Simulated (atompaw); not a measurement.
# A PAW (atompaw) potential for Zn, from input to tests

Aim: build the potential from the settings below, then test how well it stands in for the atom: scattering, ghost states and the plane-wave cutoff that it needs.

Method: atompaw 4.2.0.5, PBE, scalar-relativistic.

## (1) The design

Typed settings, in words:

```
element                 : zinc (Zn, Z = 30)
type                    : PAW
frozen core             : [Ar] 3d10
valence charge          : 2
reference configuration : 4s2 4p0
partial waves           : 4s (bound): rc 2.60 bohr; 4s channel at 4.25 Ry: rc 3.00 bohr; 4p (bound, empty): rc 3.00 bohr; 4p channel at 0.25 Ry: rc 3.00 bohr; 4d channel at 0.05 Ry: rc 3.00 bohr; 4d channel at 2.4 Ry: rc 3.00 bohr
local potential         : vpsmatchnc scheme with l = 3 at -0.5 Ry, radius 2.90 bohr
core correction         : smooth core density matched at 1.65 bohr
augmentation charge     : sinc compensation charge, radius 2.80 bohr; PAW radius 3.00 bohr; waves and projectors: custom rrkj vanderbiltortho
```

## (2) Generation

Input file Zn.input:

```
Zn 30
GGA-PBE scalarrelativistic loggrid 1500 logderivrange -2 5 176
4 4 3 0 0 0
4 1 0
0 0 0
c
c
c
v
c
c
v
c
2
3.00 2.80 2.90 1.65
y
4.25
n
y
0.25
n
y
0.05
y
2.4
n
custom rrkj vanderbiltortho sinc
3 -0.5 vpsmatchnc
2.60
3.00
3.00
3.00
3.00
3.00
PWSCFOUT
UPFDX 0.0125d0 UPFXMIN -7.d0 UPFZMESH 30.d0
END
```

Started as:

```console
$ atompaw < Zn.input > Zn.log
```

Q: Predict the outcome of this session. Wanted: cutoffs for 10 and 1 mRy, occupied levels; bound ghosts; largest phase difference near zero energy, channels read; lowest eigenvalue of the overlap; share of valence orbitals outside the PAW sphere; UPF file.

As calculated:

```
                                                quantity                          value
               cutoffs for 10 and 1 mRy, occupied levels  6 Ry or less and 6 Ry or less
                                            bound ghosts                     none found
largest phase difference near zero energy, channels read                      2.755 rad
         lowest eigenvalue of the overlap (Bessel basis)                      0.005 (s)
        share of valence orbitals outside the PAW sphere               4s 31 %, 4p 71 %
                                                UPF file                        written
```

What this shows: The overlap operator is nearly singular (0.005). By its cutoff, 6 Ry or less for the looser tolerance, it is soft on the atom. No bound ghost shows below the valence levels. Of the channels read, d scatters worst near zero energy, by up to 2.75 rad (at the energies tabulated). These are tests on the free atom; a crystal test is still owed.
